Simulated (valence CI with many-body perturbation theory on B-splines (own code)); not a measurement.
# Levels and ionisation energy of Eu⁴⁸⁺

Aim: the low levels of Eu⁴⁸⁺, its ionisation energy, and how pure its levels are, set against NIST.

Program: an in-house CI+MBPT code version 6. Level of theory: configuration interaction of the valence electrons, many-body perturbation theory for a frozen closed Dirac-Fock core, no-pair Dirac Hamiltonian, B-spline basis. These are calculated values, not measurements, unless marked.

### 1 The system

```
element                                      : europium (Z = 63, A = 153)
charge                                       : +48
frozen core                                  : [Ne]
start configuration of the valence electrons : 3s2 3p3
nuclear rms radius                           : 5.1115 fm
```

### 2 The calculation

Settings, as recorded:

```ini
atom Eu  Z=63  mass_number=153  rms_radius_fm=5.1115
core [Ne]
valence 3s2 3p3
avg = 1
basis = M
breit = 1
cap = 32000
capref = 2000
cscale = 1
de = 0.0
dress = 0
eps = 2e-08
extrap = 1
h = 0.27
hh = 1
l2 = 3
lcore = 6
maxit = 60
n2 = 5
natural = 1
nlev = 150
nno = [5, 5, 5, 4, 2, 1]
nroot = 36
nsp = [6, 6, 5, 4, 3, 1]
pt2 = 1
qed = 1
rpa = 1
s1 = 1
s2 = 1
s3 = 1
screen = 1
tol = 2e-05
whole = 1
```

Command:

```console
python run_cv.py task.json out
```

task.json holds these settings.

Q: Predict the results.

**Answer**, as computed:

| quantity | computed | tabulated |
| --- | --- | --- |
| lowest level | 3s2 3p3 ²P° 3/2 | 3p3 ²P°3/2 |
| first excitation | 3s2 3p3 ⁴S° 3/2, 154.09 eV | - |
| ionisation energy, to 3s2 3p2 ³P J = 0 | 4133.7 eV | 4131 ± 4 eV (tabulated theoretical) |
| hyperfine A/(μ/I) of the lowest level | 116309 MHz | - |
| no level missing from the run's list below | 834.95 eV | - |

The ionisation energy is 2.7 eV (0.07 %) above the NIST entry, whose uncertainty is 4 eV. The lowest level is 99 % 3s2 3p3, but only 47 % ²P° beside 27 % ⁴S°, so its LS name says little. Cautions: intervals between levels of different J carry noise of about a tenth of the second-order remainder, tens of cm⁻¹ or more; by estimate large intervals hold to a few tenths of a per cent, small ones and the rates on them less well.
